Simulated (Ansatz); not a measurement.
# CH5FOSi2: the cost of one run

All numbers are computed with Ansatz 0.2.0 through its Python package. Level of theory: r2SCAN/cc-pVDZ.

## Step 1: The system

Bond lengths: F1–Si2 1.564 Å, Si2–O3 1.652 Å, O3–C4 1.518 Å, Si2–Si5 2.211 Å, C4–Si5 1.906 Å, Si2–H6 1.491 Å, C4–H7 1.054 Å, C4–H8 1.113 Å, Si5–H9 1.538 Å, Si5–H10 1.460 Å. Angles (14 of 19 angles, heavy atoms first): F1–Si2–O3 106.2°, F1–Si2–Si5 115.2°, O3–Si2–Si5 80.8°, Si2–O3–C4 100.8°, O3–C4–Si5 95.0°, Si2–Si5–C4 72.4°, F1–Si2–H6 115.1°, O3–Si2–H6 112.9°, Si5–Si2–H6 120.5°, O3–C4–H7 113.4°, O3–C4–H8 108.3°, Si5–C4–H7 116.6°, Si5–C4–H8 112.7°, Si2–Si5–H9 116.3°.

The script holds or builds the structure itself.

## Step 2: Script

Contents of run_energy.py:

```python
'''Single point of CH5FOSi2 in a Gaussian basis.'''

import ansatz
from ase import Atoms

params = {
    'basis': 'cc-pVDZ',
    'functional': 'r2SCAN',
}

atoms = Atoms(['F', 'Si', 'O', 'C', 'Si', 'H', 'H', 'H', 'H', 'H'], positions=[
    (-2.3422, -0.4255, -0.1381),
    (-1.1634, 0.1121, 0.738),
    (-0.0823, -1.1299, 0.8676),
    (0.767, -0.8991, -0.3692),
    (0.5231, 0.9912, -0.3889),
    (-1.5639, 0.6736, 2.0604),
    (1.7572, -1.2458, -0.2687),
    (0.2753, -1.4055, -1.23),
    (1.601, 1.7067, 0.4435),
    (0.3113, 1.5709, -1.7116),
])
ch5fosi2 = ansatz.Crystal.molecule_from_ase(atoms)

setup = ch5fosi2.calculation()
setup = setup.basis(gaussian=params['basis']).functional(params['functional'])
trace = []
res = setup.session().plan().execute(on_event=trace.append)
summary = res.report
for event in trace:
    if event['event'] == 'mean_field_evaluation' and event['data']['evaluation'] <= 25:
        print('pass {evaluation:3d}  E = {energy_ev:.6f} eV  gradient {gradient_ev:.1e}'.format(**event['data']))

for key in ('converged', 'free_energy_ev', 'reference_energy_ev', 'n_frozen', 'n_occupied', 'n_virtual'):
    print(f'{key:22s} {summary[key]}')
```

## Step 3: Running it

Started as:

```console
python run_energy.py
```

What time and memory should one allow on 1 thread of Intel Xeon 6975P-C (Granite Rapids), shared host?

About 3.4 s, with a peak of 0.24 GiB.
